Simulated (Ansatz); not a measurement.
CS2:

```
S C
1.0
     3.64579   -2.99431    0.00000
     3.64579    2.99431    0.00000
     0.00000    0.00000    9.85126
S C
4 2
Direct
  0.18152 0.81848 0.88687
  0.31848 0.68152 0.38687
  0.68152 0.31848 0.61313
  0.81848 0.18152 0.11313
  0.50000 0.50000 0.50000
  0.00000 0.00000 0.00000
```

The cell comes from a database or a generator and needn't be the stable form of this composition.

Base run:

* Program: Ansatz 0.2.0
* Functional: r2SCAN
* Potentials or basis: Ansatz PAW
* Cutoff: 500 eV (not typed: the program's choice for these potentials)
* k mesh: 6 × 6 × 3
* Occupations: fermi-dirac, width 0.05 eV
* Spin: no spin polarisation

Its results: band gap on the k mesh 3.75 eV, direct; pressure -0.7 GPa; largest force 0.209 eV/Å.

**Question.** The run is repeated on the same cell with these changes: functional from r2SCAN to PBEsol; cutoff from 500 eV (not typed: the program's choice for these potentials) to 420 eV (not typed: the program's choice for these potentials). What comes out?

**Answer.** Band gap on the k mesh 3.41 eV, direct; pressure -0.1 GPa; largest force 0.085 eV/Å.

r2SCAN gives the wider gap, since meta-GGAs in the generalised Kohn-Sham scheme recover part of the derivative discontinuity.

Caveats: the PAW data sets come from PBE, with cores solved anew for the run's functional, which leaves a small shift of forces and pressure.
